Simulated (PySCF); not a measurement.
# RuNBr: structure of the singlet

Aim: relax RuNBr as a singlet from a bent start, check by its vibrations whether the end is a minimum, and collect its spectrum and constants.

The runs use PySCF 2.14.0; PBE0, basis Ru def2-TZVP with ECP28, N def2-TZVP, Br def2-TZVP, scalar-relativistic core potentials, no spin–orbit coupling, density fitting.

### Step 1. The system as given

3 atoms, charge 0, spin multiplicity 1.

Bond lengths: Ru1–N2 1.740 Å, Ru1–Br3 2.390 Å. Angles: N2–Ru1–Br3 110.0°.

```xyz
3
charge 0 multiplicity 1
Ru    0.0000    0.0000    0.0000
N    -1.4253    0.0000    0.9980
Br    1.9578    0.0000    1.3708
```

### Step 2. The SCF at the typed geometry

The steps below are one call of a driver around PySCF. For each, scf.py gives the equivalent set-up of the SCF; relaxations use the driver's own optimiser. After this first run the driver tries any further starts and a stability analysis.

Input file scf.py:

```python
from pyscf import gto, scf, dft
mol = gto.M(atom='''
Ru     0.000000     0.000000     0.000000
N     -1.425300     0.000000     0.998000
Br     1.957800     0.000000     1.370800''',
    basis={'Ru': 'def2-TZVP', 'N': 'def2-TZVP', 'Br': 'def2-TZVP'},
    ecp={'Ru': 'def2-TZVP'},
    charge=0, spin=0)
mf = dft.RKS(mol, xc='PBE0')
mf.grids.atom_grid = (50, 194)
aux = {'Ru': 'def2-universal-JKFIT', 'N': 'def2-universal-JKFIT', 'Br': 'def2-universal-JKFIT'}
mf = mf.density_fit(auxbasis=aux)
mf.conv_tol = 1e-08
mf.diis_space = 10
mf.max_cycle = 60
mf.init_guess = 'minao'
mf.verbose = 4
mf.kernel()
```

The run is started by

```bash
$ OMP_NUM_THREADS=4 python axn.py task.json out
```

The runs that follow: Relaxing the singlet from the bent start; Is it a minimum? Harmonic modes.

**Question.** What will these runs give? Wanted: minimum; geometry; wavenumbers; dipole moment; highest occupied, lowest empty level; polar-tensor charge of Ru1; zero-point energy; atomisation energy.

**Answer**, as computed:

```
                                 quantity                                        value
                                  minimum                                  singlet, Cs
                                 geometry  Ru–Br 2.413 Å, Ru–N 1.542 Å; Br–Ru–N 135.5°
                       wavenumbers (cm⁻¹)                110 (a'), 274 (a'), 1274 (a')
                            dipole moment                                       3.19 D
     highest occupied, lowest empty level                              -7.04, -3.63 eV
               polar-tensor charge of Ru1                                      +1.18 e
                        zero-point energy                                   9.9 kJ/mol
                      entropy at 298.15 K                              302.1 J/(mol K)
atomisation energy (no zero-point energy)                                   785 kJ/mol
```

What this shows: The molecule stays Cs, as typed, and the end point is a minimum. In the infrared the band at 1274 cm⁻¹ (a', stretch) leads. Only this shape and spin were tried, so other structures or states may lie lower.
